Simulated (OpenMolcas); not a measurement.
# Mo³⁺ among point charges: CASSCF levels and susceptibility

How does a field of 6 point charges split the states of Mo³⁺, and what χT follows?

Method: state-averaged CASSCF, spin-orbit coupling by RASSI with atomic mean-field integrals. Code: OpenMolcas 26.06.

1 further run of the same task is left out (it didn't finish).

## Step 1: Starting point

- Species: Mo³⁺ (molybdenum, Z = 42, 39 electrons)
- Basis: ANO-RCC-VTZP [7s6p4d2f1g], 68 functions
- Scalar Hamiltonian: DKH2, point nucleus
- Inactive shells: 1s 2s 2p 3s 3p 3d 4s 4p
- Active space: 3 electrons in 5 orbitals (4d)
- Some configurations of this space: 4d3
- Orbitals: optimised for each spin and parity, averaged over all roots

The outer shells:

4d3
```
4d [↑ ][↑ ][↑ ][  ][  ]
```

The ion sits among 6 point charges of -1.7 e arranged as a tetragonal octahedron (D4h), 2.13 Å from the ion, with the axial distance 2.236 Å. The active orbitals were held to one l.

The work runs as a chain of OpenMolcas steps in one folder; each step below is one input file. Labels, J, g values, rates, χT and fits are worked out afterwards by a script from the matrices that RASSI stores. The input lists half of the charges; inversion (Group=XYZ) makes the rest.

## Step 2: GATEWAY and SEWARD: basis and integrals

Input file a.inp:

```
&GATEWAY
Coord
1

Mo 0.0 0.0 0.0
Basis=ANO-RCC-VTZP
Group=XYZ
NoMove
AngMom=0.0 0.0 0.0
AMFI
XField
3 Angstrom 0
2.130000 0.000000 0.000000 -1.700000
0.000000 2.130000 0.000000 -1.700000
0.000000 0.000000 2.236500 -1.700000
&SEWARD
```

The run is started by

```
OMP_NUM_THREADS=1 MOLCAS_MEM=1689 MOLCAS_PROJECT=a pymolcas a.inp > a.log
```

## Step 3: CASSCF: quartets of even parity, 10 roots

Input file a.inp:

```
&RASSCF
FileOrb=start.orb
Symmetry=1
Spin=4
nActEl=3 0 0
Inactive=9 9
Ras2=5 0
CIRoot=10 10 1
SDav=10
CIMx=300
Iter=120 100
PrWF=0.3
OrbListing=Nothing
MaxOrb=0
SupSym
1
20 4 5 6 7 8 10 11 12 13 14 18 19 20 21 22 23 24 25 26 27
0
>>> COPY $Project.JobIph JOB001
```

start.orb holds the contracted functions of the basis, ordered by shell, or the orbitals of the step before.

## Step 4: Reference wave functions, doublets of even parity, 40 roots

Input file a.inp:

```
&RASSCF
FileOrb=start.orb
Symmetry=1
Spin=2
nActEl=3 0 0
Inactive=9 9
Ras2=5 0
CIRoot=40 40 1
SDav=40
CIMx=300
Iter=120 100
PrWF=0.3
OrbListing=Nothing
MaxOrb=0
SupSym
1
20 4 5 6 7 8 10 11 12 13 14 18 19 20 21 22 23 24 25 26 27
0
>>> COPY $Project.JobIph JOB002
```

## Step 5: RASSI: spin-orbit coupling between the states

Input file a.inp:

```
&RASSI
NrOfJobIphs=2 10 40
1 2 3 4 5 6 7 8 9 10
1 2 3 4 5 6 7 8 9 10 11 12 13 14 15 16 17 18 19 20 21 22 23 24 25 26 27
28 29 30 31 32 33 34 35 36 37 38 39 40
IphNames
JOB001
JOB002
EJob
SpinOrbit
DIPRint=1.0
SOCoupling=1000.0
Subsets=2
Property=9
'ANGMOM' 1 'ANGMOM' 2 'ANGMOM' 3 'MLTPL  1' 1 'MLTPL  1' 2 'MLTPL  1' 3
'AMFI' 1 'AMFI' 2 'AMFI' 3
SOProperty=3
'ANGMOM' 1 'ANGMOM' 2 'ANGMOM' 3
```

**Question.** What will these runs give? Wanted: spin-free ground state; first state of the same spin within the active space; lowest level; next level.

The runs gave:

| quantity | value |
| --- | --- |
| method | CASSCF |
| spin-free ground state | 4B1, 1-fold in its orbital part |
| first state of the same spin within the active space | 4E at 7730 cm⁻¹ |
| lowest level | 2-fold E3/2, g = 1.74, 3.45, 3.45 |
| next level | 7.3 cm⁻¹ |
| χT at 300 K | 1.48 cm³ K/mol |
| effective moment at 300 K | 3.44 μB |

The spin-free ground state (4B1) comes to 100 % from free-ion F terms and keeps the highest spin of the shell. χT at 300 K is 1.48, against 1.88 cm³ K/mol for the spin alone, so spin-orbit coupling lowers it. The field of point charges can differ much from that of real complexes. This is an electrostatic model: the charges have no orbitals.
